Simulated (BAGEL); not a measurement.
**B2NH2OF (SMILES OB1NB1F), step by step**

We compute the energy (HF/def2-SVP), then a single-point energy (NEVPT2(2,2)/def2-SVP), then a single-point energy (CASPT2(2,2)/def2-SVP) of B2NH2OF. 

Program for the calculation: BAGEL 1.2.2.

1 further run of the same task is left out (set aside as unsound or not needed).

**1. Starting point**

B2NH2OF has 7 atoms, charge 0, and is taken as a singlet. SMILES: `OB1NB1F`. The N3–H7 distance was set to 1.619 Å, away from the relaxed value. At this shape a bond of the SMILES string is far longer than usual.

Bond lengths: O1–B2 1.347 Å, B2–N3 1.423 Å, B2–B4 1.598 Å, N3–B4 1.403 Å, B4–F5 1.317 Å, O1–H6 0.959 Å. Angles: O1–B2–N3 134.0°, O1–B2–B4 171.0°, N3–B2–B4 55.0°, B2–N3–B4 68.8°, B2–B4–N3 56.2°, B2–B4–F5 168.4°, N3–B4–F5 135.4°, B2–O1–H6 112.9°. A long bond or contact: N3–H7 1.619 Å.

**2. A single-point energy at HF/def2-SVP (density fitting with svp-jkfit) (run 1)**

The input, input.json:

```json
{ "bagel" : [

{
  "title" : "molecule",
  "basis" : "svp",
  "df_basis" : "svp-jkfit",
  "geometry" : [
    { "atom" : "O", "xyz" : [ -2.91713242,  1.33354382,  2.22513361 ] },
    { "atom" : "B", "xyz" : [ -1.22072528,  1.28403300,  0.32803756 ] },
    { "atom" : "N", "xyz" : [  0.69016578, -0.45149148, -0.42596317 ] },
    { "atom" : "B", "xyz" : [  0.60475015,  1.64213610, -2.04980482 ] },
    { "atom" : "F", "xyz" : [  1.85763858,  2.36854682, -4.07407945 ] },
    { "atom" : "H", "xyz" : [ -3.96158405,  2.81471116,  2.19735464 ] },
    { "atom" : "H", "xyz" : [  2.03561298, -3.11880400,  0.23224734 ] }
  ]
},
{
  "title" : "hf"
},
{
  "title" : "print",
  "file" : "orbitals.molden",
  "orbitals" : true
}

]}
```

Launch:

```bash
BAGEL_NUM_THREADS=1 BAGEL input.json > input.out
```

Output:

```text
* using 1 threads per process

  ===============================================================
  ===============================================================

  *** Geometry ***

  { "atom" : "O", "xyz" : [     -2.917132,      1.333544,      2.225134 ] },
  { "atom" : "B", "xyz" : [     -1.220725,      1.284033,      0.328038 ] },
  { "atom" : "N", "xyz" : [      0.690166,     -0.451491,     -0.425963 ] },
  { "atom" : "B", "xyz" : [      0.604750,      1.642136,     -2.049805 ] },
  { "atom" : "F", "xyz" : [      1.857639,      2.368547,     -4.074079 ] },
  { "atom" : "H", "xyz" : [     -3.961584,      2.814711,      2.197355 ] },
  { "atom" : "H", "xyz" : [      2.035613,     -3.118804,      0.232247 ] },

  Number of auxiliary basis functions:      417

  Since a DF basis is specified, we compute 2- and 3-index integrals:
    o Being stored without compression. Storage requirement is 0.021 GB

  Number of basis functions:       80
  Number of electrons      :       36

    * METHOD: MOLECULE                             0.13

  *** RHF ***

  === Nuclear Repulsion ===
   133.0209983525

      * DIIS with orbital gradients will be used.

  === RHF iteration (svp) ===
      0       -278.74922261          0.02463291           0.04
      1       -278.95960535          0.01669748           0.04
      2       -279.06333289          0.00208950           0.04
[... 11 lines of this table left out ...]
     14       -279.06660000          0.00000001           0.03
    * SCF iteration converged.

    * Permanent dipole moment:
           (    0.307238,     0.016314,    -0.362416) a.u.

    * METHOD: HF                                   0.70

    * METHOD: PRINT                                0.01

  ===============================================================
```

It took 0.99 s on 1 thread of Arm Neoverse V2, shared host; peak memory 0.15 GiB.

**3. The energy at NEVPT2(2,2)/def2-SVP (density fitting with svp-jkfit) (run 2)**

The input, calc.json:

```json
{ "bagel" : [

{
  "title" : "molecule",
  "basis" : "svp",
  "df_basis" : "svp-jkfit",
  "angstrom" : "false",
  "geometry" : [
    { "atom" : "O", "xyz" : [    -2.91713242,     1.33354382,     2.22513361 ] },
    { "atom" : "B", "xyz" : [    -1.22072528,     1.28403300,     0.32803756 ] },
    { "atom" : "N", "xyz" : [     0.69016578,    -0.45149148,    -0.42596317 ] },
    { "atom" : "B", "xyz" : [     0.60475015,     1.64213610,    -2.04980482 ] },
    { "atom" : "F", "xyz" : [     1.85763858,     2.36854682,    -4.07407945 ] },
    { "atom" : "H", "xyz" : [    -3.96158405,     2.81471116,     2.19735464 ] },
    { "atom" : "H", "xyz" : [     2.03561298,    -3.11880400,     0.23224734 ] }
  ]
},

{
  "title" : "hf"
},

{
  "title" : "casscf",
  "nstate" : 1,
  "nact" : 2,
  "nclosed" : 17,
  "nspin" : 0,
  "active" : [13, 19],
  "maxiter" : 200,
  "natocc" : "true"
},

{
  "title" : "nevpt2",
  "nstate" : 1,
  "nact" : 2,
  "nclosed" : 17,
  "nspin" : 0,
  "active" : [13, 19],
  "maxiter" : 200,
  "natocc" : "true",
  "ncore" : 5
},

{
  "title" : "print",
  "file" : "orbitals.molden",
  "orbitals" : "true"
}

]}
```

Launch:

```bash
BAGEL_NUM_THREADS=1 BAGEL calc.json > calc.out
```

Output:

```text
* using 1 threads per process

  ===============================================================
  ===============================================================

  *** Geometry ***

[... 31 lines left out ...]
    * SCF iteration converged.
[... 1 line left out ...]
    * Permanent dipole moment:
[... 27 lines left out ...]
    * Second-order optimization converged. *
[... 9 lines left out ...]
     * ci vector, state   0, <S^2> = 0.0000
[... 3 lines left out ...]
    * METHOD: CASSCF                               3.02

    * freezing 5 orbitals

  === DF-NEVPT2 calculation ===

    * 3-index integral transformation done
    * assembly done

      NEVPT2 correlation energy:   -0.6747811981      0.15

          (+0)     -0.5895219654
          (+0)'    -0.0226825839
          (+1)     -0.0192710644
          (+1)'    -0.0000000000
          (+2)     -0.0006750834
          (-1)     -0.0386968345
          (-1)'     0.0000000000
          (-2)     -0.0039336665

      NEVPT2 total energy:       -279.7821033948

    * METHOD: NEVPT2                               0.24

    * METHOD: PRINT                                0.01

  ===============================================================
```

Run time: 4.5 s. Hardware: 1 thread of Arm Neoverse V2, shared host; peak memory 0.15 GiB.

**4. The energy at CASPT2(2,2)/def2-SVP (density fitting with svp-jkfit) (run 3)**

The input, calc.json:

```json
{ "bagel" : [

{
  "title" : "molecule",
  "basis" : "svp",
  "df_basis" : "svp-jkfit",
  "angstrom" : false,
  "geometry" : [
    { "atom" : "O", "xyz" : [ -2.91713242,  1.33354382,  2.22513361 ] },
    { "atom" : "B", "xyz" : [ -1.22072528,  1.28403300,  0.32803756 ] },
    { "atom" : "N", "xyz" : [  0.69016578, -0.45149148, -0.42596317 ] },
    { "atom" : "B", "xyz" : [  0.60475015,  1.64213610, -2.04980482 ] },
    { "atom" : "F", "xyz" : [  1.85763858,  2.36854682, -4.07407945 ] },
    { "atom" : "H", "xyz" : [ -3.96158405,  2.81471116,  2.19735464 ] },
    { "atom" : "H", "xyz" : [  2.03561298, -3.11880400,  0.23224734 ] }
  ]
},
{ "title" : "hf" },
{ "title" : "casscf", "nstate" : 1, "nact" : 2, "nclosed" : 17, "active" : [13, 19], "maxiter" : 200, "natocc" : true },
{ "title" : "print", "file" : "orbitals.molden", "orbitals" : true },
{ "title" : "smith", "method" : "caspt2", "ms" : true, "xms" : true, "sssr" : true, "shift" : 0.2, "shift_imag" : true, "ncore" : 5 }

]}
```

Launch:

```bash
BAGEL_NUM_THREADS=1 BAGEL calc.json > calc.out
```

Output:

```text
* using 1 threads per process

  ===============================================================
  ===============================================================

  *** Geometry ***

[... 33 lines left out ...]
    * Permanent dipole moment:
[... 37 lines left out ...]
     * ci vector, state   0, <S^2> = 0.0000
[... 21 lines left out ...]
       #      aibj      arbs      arbi      airj      risj      airs      arst      rist         Etot      error   time
[... 9 lines left out ...]
      ------------------------------------------------------------------------------------------------------------------

    * CASPT2 energy : state  0     -279.7852310740
        w/o shift correction       -279.7823287450
        reference weight              0.8354214356

    * METHOD: SMITH                                0.66

  ===============================================================
```

Run time: 4.8 s. Hardware: 1 thread of Arm Neoverse V2, shared host; peak memory 0.19 GiB.

**5. Outcome**

| quantity | value |
| --- | --- |
| run 1, HF/def2-SVP: total energy | -279.06660 Eh |
| run 1, HF/def2-SVP: dipole moment | 1.21 D |
| run 1, HF/def2-SVP: HOMO energy | -9.94 eV |
| run 1, HF/def2-SVP: LUMO energy | 1.37 eV |
| run 1, HF/def2-SVP: HOMO–LUMO gap | 11.31 eV |
| run 2, NEVPT2(2,2)/def2-SVP: total energy | -279.78210 Eh |
| run 3, CASPT2(2,2)/def2-SVP: total energy | -279.78523 Eh |
